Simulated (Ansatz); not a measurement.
# C₂H₁₀AlAsO: small, medium and large basis sets

One table from this session's results is given with a row withheld; the runs are named, their logs left out.

The runs use Ansatz 0.2.0, Gaussian basis; one geometry, several basis sets.

The runs, in order: PBE0-D4/def2-SVP; ωB97M-V/def2-SVP; PBE0-D4/def2-QZVPP; ωB97M-V/def2-QZVPP; the functionals' def2-TZVPP values are taken from earlier runs.

### The geometry

An earlier PBE0-D4 in a triple-zeta def2 set relaxation fixed the geometry.

15 atoms, charge 0, spin multiplicity 1.

Atoms are counted from 1 here; the program's logs count them from 0.

Bond lengths: C1–Al2 1.964 Å, C1–H6 1.096 Å, C1–H7 1.095 Å, C1–H8 1.095 Å, Al2–C3 1.958 Å, Al2–O4 1.726 Å, Al2–As5 2.751 Å, C3–H9 1.094 Å, C3–H10 1.096 Å, C3–H11 1.095 Å, O4–H12 0.955 Å, As5–H13 1.509 Å, As5–H14 1.511 Å, As5–H15 1.513 Å. Angles: Al2–C1–H6 110.7°, Al2–C1–H7 111.9°, Al2–C1–H8 113.0°, H6–C1–H7 106.6°, H6–C1–H8 106.8°, H7–C1–H8 107.5°, C1–Al2–C3 122.4°, C1–Al2–O4 118.9°, C1–Al2–As5 100.0°, C3–Al2–O4 114.8°, C3–Al2–As5 97.4°, O4–Al2–As5 92.0°, Al2–C3–H9 112.0°, Al2–C3–H10 110.5°, Al2–C3–H11 112.5°, H9–C3–H10 106.8°, H9–C3–H11 107.9°, H10–C3–H11 106.7° and more.

Set-up of the first run:

File in.yaml:

```yaml
crystal:
  periodic: [false, false, false]
  atoms:
    - {symbol: C, position_ang: [-1.725934, -0.241420, 1.110163]}
    - {symbol: Al, position_ang: [0.085421, -0.589929, 0.434367]}
    - {symbol: C, position_ang: [1.675260, 0.238348, 1.221036]}
    - {symbol: O, position_ang: [0.384673, -2.050031, -0.436056]}
    - {symbol: As, position_ang: [0.024120, 0.892319, -1.882021]}
    - {symbol: H, position_ang: [-1.902221, -0.786353, 2.044587]}
    - {symbol: H, position_ang: [-1.881632, 0.819364, 1.332658]}
    - {symbol: H, position_ang: [-2.510036, -0.549307, 0.411197]}
    - {symbol: H, position_ang: [2.564574, 0.088880, 0.601665]}
    - {symbol: H, position_ang: [1.893545, -0.202225, 2.200332]}
    - {symbol: H, position_ang: [1.552539, 1.314573, 1.380091]}
    - {symbol: H, position_ang: [-0.322968, -2.656997, -0.644928]}
    - {symbol: H, position_ang: [1.260669, 0.792500, -2.741808]}
    - {symbol: H, position_ang: [-0.955216, 0.494436, -2.961345]}
    - {symbol: H, position_ang: [-0.164593, 2.384943, -2.040639]}
basis:
  gaussian: {orbitals: def2-SVP}
hamiltonian: {xc: pbe0, dispersion: d4}
output: {orbitals: {seedname: orbitals}}
```

On the command line:

```sh
> ansatz run in.yaml --threads 4 --pin off --events-out ev --progress --plain --max-ram 11315MiB
```

Among the steps run: PBE0-D4 in def2-SVP; ωB97M-V in def2-SVP; PBE0-D4 in def2-QZVPP; ωB97M-V in def2-QZVPP.

One table of the session follows, with a row left open; its other results are not shown here.

It belongs to the step «Functionals by basis». 

| functional | basis | HOMO (eV) | LUMO (eV) |
| --- | --- | --- | --- |
| PBE0-D4 | def2-SVP | -7.07 | 0.14 |
| PBE0-D4 | def2-TZVPP | -7.17 | -0.02 |
| PBE0-D4 | def2-QZVPP | -7.20 | -0.20 |
| ωB97M-V | def2-SVP | ? | ? |
| ωB97M-V | def2-TZVPP | -9.44 | 1.67 |
| ωB97M-V | def2-QZVPP | -9.46 | 1.04 |

Estimate the missing values for ωB97M-V, def2-SVP.

**Answer.** HOMO (eV): -9.32; LUMO (eV): 2.06. In the column «HOMO (eV)» it lies between ωB97M-V, def2-TZVPP (-9.44) and PBE0-D4, def2-QZVPP (-7.20).
